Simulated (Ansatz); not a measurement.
**B3LYP/cc-pVDZ run of CH9NSi2 (SMILES C[SiH2]N[SiH3])**

What is the electronic atomisation energy of CH9NSi2 at B3LYP/cc-pVDZ? 

The results are computed with Ansatz 0.2.0.

44 further runs of the same task are left out: 44 set aside as unsound or not needed. Runs told in other sessions of the task aren't counted.

**1. The molecule**

CH9NSi2 has 13 atoms, charge 0, and is taken as a singlet. SMILES: `C[SiH2]N[SiH3]`. The coordinates come from a PBE0-D4/def2-TZVP relaxation. This is one conformer, not always the lowest.

Bond lengths: C1–Si2 1.865 Å, Si2–N3 1.730 Å, N3–Si4 1.724 Å, C1–H5 1.094 Å, C1–H6 1.093 Å, C1–H7 1.093 Å, Si2–H8 1.491 Å, Si2–H9 1.487 Å, N3–H10 1.011 Å, Si4–H11 1.485 Å, Si4–H12 1.489 Å, Si4–H13 1.491 Å. Some angles: C1–Si2–N3 112.8°, Si2–N3–Si4 128.4°, C1–Si2–H8 108.4°, C1–Si2–H9 110.4°, N3–Si2–H8 110.2°, N3–Si2–H9 106.2°, Si2–C1–H5 110.6°, Si2–C1–H6 110.9°, Si2–C1–H7 111.0°, Si2–N3–H10 115.9°.

**2. A single-point energy at B3LYP/cc-pVDZ**

input.yaml

```yaml
crystal:
  periodic: [false, false, false]
  atoms:
    - {symbol: C, position_ang: [0.548000, 2.005600, -0.681400]}
    - {symbol: Si, position_ang: [-0.416900, 0.418300, -0.851600]}
    - {symbol: N, position_ang: [0.330700, -0.910900, -0.035400]}
    - {symbol: Si, position_ang: [-0.254700, -1.802600, 1.318600]}
    - {symbol: H, position_ang: [0.048800, 2.818700, -1.215900]}
    - {symbol: H, position_ang: [0.644700, 2.292400, 0.368400]}
    - {symbol: H, position_ang: [1.553200, 1.899700, -1.098200]}
    - {symbol: H, position_ang: [-0.565400, 0.112100, -2.303700]}
    - {symbol: H, position_ang: [-1.769200, 0.566800, -0.250900]}
    - {symbol: H, position_ang: [1.189600, -1.253400, -0.443100]}
    - {symbol: H, position_ang: [-1.238600, -0.954600, 2.037800]}
    - {symbol: H, position_ang: [0.874300, -2.146100, 2.226000]}
    - {symbol: H, position_ang: [-0.924100, -3.080700, 0.944100]}
basis:
  gaussian:
    orbitals: cc-pVDZ
magnetization:
  spin_polarized: false
  initial_magnetization: 0
hamiltonian:
  xc: {name: B3LYP}
accuracy: high
output:
  orbitals: {seedname: orbitals}
```

On the command line:

```
$ ansatz run input.yaml --threads 1 --pin off --max-ram 2610MiB --events-out events.jsonl --progress --plain --runs-dir runs
```

Output:

```text
Warning: RAYON_NUM_THREADS=1 ignored (pool sized by the plan → 1); use --threads N
Functional definition: B3LYP
  name "B3LYP"
  parameter a0 = 0.2
  parameter ax = 0.72
  parameter ac = 0.81
  exchange = (1 - a0 - ax)*slater_x + ax*b88_x + a0*exact_x
  correlation = (1 - ac)*vwn_rpa_c + ac*lyp_c
2673 factors; integrals over basis functions are off by at most 3.8e-9 eV
mean field evaluation 1: about -18421.1569 eV, gradient 6.8e1 eV
mean field evaluation 2: about -18408.6123 eV, gradient 9.6e1 eV
mean field evaluation 4: about -18430.9253 eV, gradient 5.6e0 eV
mean field evaluation 8: about -18431.1650 eV, gradient 2.1e-1 eV
mean field evaluation 16: about -18431.1651 eV, gradient 1.3e-5 eV
mean field -18431.16513150 eV, -677.3328254900 hartree, gradient 6.0e-8 eV, S^2 0.000000; 0 other end points of the search recorded, 0 dependent functions left out
reference -18431.16518115 eV, -677.3328273148 hartree; 25, 25 occupied and 84, 84 virtual orbitals, 2673 factors
Total energy: -18431.16518115 eV, -677.3328273148 hartree
```

It took 14 s on 1 thread of Intel Xeon Platinum 8259CL at 2.50GHz (Skylake/Cascade Lake), shared host; peak memory 0.47 GiB.

**3. The C atom at the same level**

input.yaml

```yaml
crystal:
  periodic: [false, false, false]
  atoms:
    - {symbol: C, position_ang: [0.000000, 0.000000, 0.000000]}
basis:
  gaussian:
    orbitals: cc-pVDZ
magnetization:
  spin_polarized: true
  initial_magnetization: 2
hamiltonian:
  xc: {name: B3LYP}
accuracy: high
```

Run the same way, it converges to -37.85197 Eh (log not shown).

**4. The H atom at the same level**

in.yaml

```yaml
crystal:
  periodic: [false, false, false]
  atoms:
    - {symbol: H, position_ang: [0.000000, 0.000000, 0.000000]}
basis:
  gaussian:
    orbitals: cc-pVDZ
hamiltonian:
  xc: {name: B3LYP}
total_charge: 0
accuracy: high
magnetization:
  spin_polarized: true
  initial_magnetization: 1
```

Run the same way, it converges to -0.50126 Eh (log not shown).

**5. The N atom, same level**

in.yaml

```yaml
basis:
  gaussian:
    orbitals: cc-pVDZ
crystal:
  periodic: [false, false, false]
  atoms:
    - {symbol: N, position_ang: [0.000000, 0.000000, 0.000000]}
magnetization:
  spin_polarized: true
  initial_magnetization: 3
hamiltonian:
  xc: {name: B3LYP}
accuracy: high
```

On the command line:

```
$ ansatz run in.yaml --threads 1 --pin off --max-ram 2610MiB --events-out events.jsonl --progress --plain --runs-dir runs
```

Output (excerpt; [...] marks lines left out):

```text
Warning: RAYON_NUM_THREADS=1 ignored (pool sized by the plan → 1); use --threads N
[... 7 set-up lines as earlier in the session ...]
96 factors; integrals over basis functions are off by at most 2.2e-9 eV
mean field evaluation 1: about -1485.3279 eV, gradient 5.0e0 eV
mean field evaluation 2: about -1485.4093 eV, gradient 2.7e0 eV
mean field evaluation 4: about -1485.4463 eV, gradient 7.0e-2 eV
mean field evaluation 8: about -1485.4461 eV, gradient 1.1e-4 eV
mean field -1485.44605953 eV, -54.5891358163 hartree, gradient 1.9e-9 eV, S^2 3.751946; 0 other end points of the search recorded, 0 dependent functions left out
reference -1485.44607768 eV, -54.5891364831 hartree; 5, 2 occupied and 9, 12 virtual orbitals, 96 factors
Total energy: -1485.44607768 eV, -54.5891364831 hartree
```

Wall time 0.34 s (1 thread of Intel Xeon Platinum 8259CL at 2.50GHz (Skylake/Cascade Lake), shared host).

**6. The Si atom, same level**

job.yaml

```yaml
crystal:
  periodic: [false, false, false]
  atoms:
    - {symbol: Si, position_ang: [0.000000, 0.000000, 0.000000]}
basis:
  gaussian:
    orbitals: cc-pVDZ
magnetization:
  spin_polarized: true
  initial_magnetization: 2
hamiltonian:
  xc: {name: B3LYP}
accuracy: high
```

Run the same way, it converges to -289.38865 Eh (log not shown).

**7. Results**

Level: B3LYP/cc-pVDZ.

```
                     quantity          value
       molecule: total energy  -677.33283 Eh
        molecule: HOMO energy       -6.87 eV
        molecule: LUMO energy        0.52 eV
      molecule: HOMO–LUMO gap        7.39 eV
         C atom: total energy   -37.85197 Eh
                 C atom: ⟨S²⟩          2.002
         H atom: total energy    -0.50126 Eh
                 H atom: ⟨S²⟩          0.750
         N atom: total energy   -54.58914 Eh
                 N atom: ⟨S²⟩          3.752
        Si atom: total energy  -289.38865 Eh
                Si atom: ⟨S²⟩          2.003
electronic atomisation energy      43.622 eV
```

**Reading.** Taking the molecule apart into free atoms costs 43.62 eV (1006 kcal/mol), before zero-point energy and without spin-orbit coupling.
